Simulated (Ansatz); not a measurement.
# C₂H₇NO₂Si: a ladder of functionals and wavefunction methods

An exercise on one series of results from a longer session: the logs are not shown, and one member is left open.

Program: Ansatz 0.2.0, Gaussian basis. Level of theory: functionals in def2-TZVPP, the program's frozen cores in correlated methods. These are calculated values, not measurements.

Plan: PBE-D4, r2SCAN-D4, PBE0-D4, B3LYP-D4, ωB97X-V, ωB97M-V, B2PLYP; CCSD(T)/def2-TZVPP; MP2/def2-QZVPP; extrapolation to the limit.

### Structure used throughout

An earlier PBE0-D4 in a triple-zeta def2 set relaxation fixed the geometry.

SMILES `OCN1CO[SiH2]1`, 13 atoms, charge 0, spin multiplicity 1.

Atoms are counted from 1 here; the program's logs count them from 0.

Bond lengths: O1–C2 1.409 Å, O1–H7 0.962 Å, C2–N3 1.418 Å, C2–H8 1.098 Å, C2–H9 1.098 Å, N3–C4 1.463 Å, N3–Si6 1.722 Å, C4–O5 1.435 Å, C4–H10 1.099 Å, C4–H11 1.095 Å, O5–Si6 1.667 Å, Si6–H12 1.489 Å, Si6–H13 1.486 Å. Angles: C2–O1–H7 107.3°, O1–C2–N3 113.1°, O1–C2–H8 104.4°, O1–C2–H9 111.2°, N3–C2–H8 111.8°, N3–C2–H9 108.0°, H8–C2–H9 108.1°, C2–N3–C4 122.7°, C2–N3–Si6 140.6°, C4–N3–Si6 88.2°, N3–C4–O5 99.1°, N3–C4–H10 112.5°, N3–C4–H11 113.9°, O5–C4–H10 111.1°, O5–C4–H11 110.1°, H10–C4–H11 109.7°, C4–O5–Si6 91.3°, N3–Si6–O5 81.2° and more.

The first run:

File in.yaml:

```yaml
crystal:
  periodic: [false, false, false]
  atoms:
    - {symbol: O, position_ang: [-0.491302, -2.097174, 1.047278]}
    - {symbol: C, position_ang: [0.329929, -0.952763, 1.019621]}
    - {symbol: N, position_ang: [-0.105622, 0.022136, 0.086946]}
    - {symbol: C, position_ang: [0.092108, -0.120151, -1.355936]}
    - {symbol: O, position_ang: [0.006518, 1.261421, -1.733285]}
    - {symbol: Si, position_ang: [-0.132760, 1.728666, -0.139275]}
    - {symbol: H, position_ang: [-1.395759, -1.796578, 1.179434]}
    - {symbol: H, position_ang: [1.327496, -1.337671, 0.771706]}
    - {symbol: H, position_ang: [0.382690, -0.478009, 2.008244]}
    - {symbol: H, position_ang: [1.076746, -0.539406, -1.606649]}
    - {symbol: H, position_ang: [-0.693061, -0.695633, -1.857041]}
    - {symbol: H, position_ang: [1.009186, 2.513863, 0.405936]}
    - {symbol: H, position_ang: [-1.385867, 2.456699, 0.187820]}
basis:
  gaussian: {orbitals: def2-TZVPP}
hamiltonian: {xc: pbe, dispersion: d4}
output: {forces: true, orbitals: {seedname: orbitals}}
```

Launch:

```
> ansatz run in.yaml --threads 2 --pin off --events-out ev --progress --plain --max-ram 22528MiB --backend cuda --devices 0, --max-vram 18GiB
```

Among the steps run: PBE-D4 (GGA); r2SCAN-D4 (meta-GGA); PBE0-D4 (hybrid); B3LYP-D4 (hybrid); ωB97X-V (range-separated); ωB97M-V (range-separated); B2PLYP (double hybrid); CCSD(T) in def2-TZVPP; MP2 in def2-QZVPP.

One of the session's tables, all rows but one given; the rest of the session is left out.

```
            method  atomisation energy (kcal/mol)
            PBE-D4                              ?
         r2SCAN-D4                         1179.5
           PBE0-D4                         1180.5
          B3LYP-D4                         1178.5
           ωB97X-V                         1186.7
           ωB97M-V                         1185.3
            B2PLYP                         1166.2
     HF/def2-TZVPP                          816.2
    MP2/def2-TZVPP                         1171.1
   CCSD/def2-TZVPP                         1125.8
CCSD(T)/def2-TZVPP                         1145.6
           MP2/CBS                         1206.7
       CCSD(T)/CBS                         1181.2
```

Estimate the missing values for PBE-D4.

The run gave: atomisation energy (kcal/mol): 1208.1. In the column «atomisation energy (kcal/mol)» it is the highest.
